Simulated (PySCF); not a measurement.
# C6H11FO: the cost of one run

Computed with PySCF 2.14.0 and routines of our own; the level stands in each step. Atoms count from 0.

## 1. The starting structure

19 atoms, charge 0, multiplicity 1; geometry from: GFN2-xTB.

## 2. Magnetic properties: GIAO wB97X-D/pcSseg-1

Job settings and geometry (Å):

```
{"job": {"kind": "mag", "xc": "wB97X-D", "basis": "pcSseg-1", "isotopologues": 2}, "charge": 0, "multiplicity": 1}
C     -1.820894    -1.074172    -0.184803
C     -1.019879     0.193594     0.113666
C     -1.750933     1.085755     1.110239
O      0.247742    -0.114469     0.698932
C      1.218342    -0.541758    -0.189664
C      2.643394    -0.168174     0.106985
C      1.929818     0.471654    -1.041150
F      2.286376     0.108264    -2.308205
H     -1.329513    -1.676381    -0.945181
H     -1.918661    -1.666865     0.721684
H     -2.811303    -0.808689    -0.543906
H     -0.852784     0.746789    -0.824227
H     -2.704501     1.403995     0.699319
H     -1.921677     0.537891     2.032538
H     -1.149148     1.961668     1.335763
H      1.046903    -1.516135    -0.643303
H      2.829496     0.442720     0.975303
H      3.408035    -0.895685    -0.112919
H      1.659384     1.519249    -1.008532
```

Level: GIAO wB97X-D/pcSseg-1 magnetisability, rotational g tensor and spin-rotation constants, non-relativistic, gas phase.

The run is started by

```console
$ OMP_NUM_THREADS=1 python excited_run.py task.json out
```

One launch serves the whole session: the jobs run in the order shown.

**Question.** How long does this first job take on 1 thread of Intel Xeon 6975P-C, shared host, and how much memory does it need?

About 35 s, with a peak of 1 GiB.
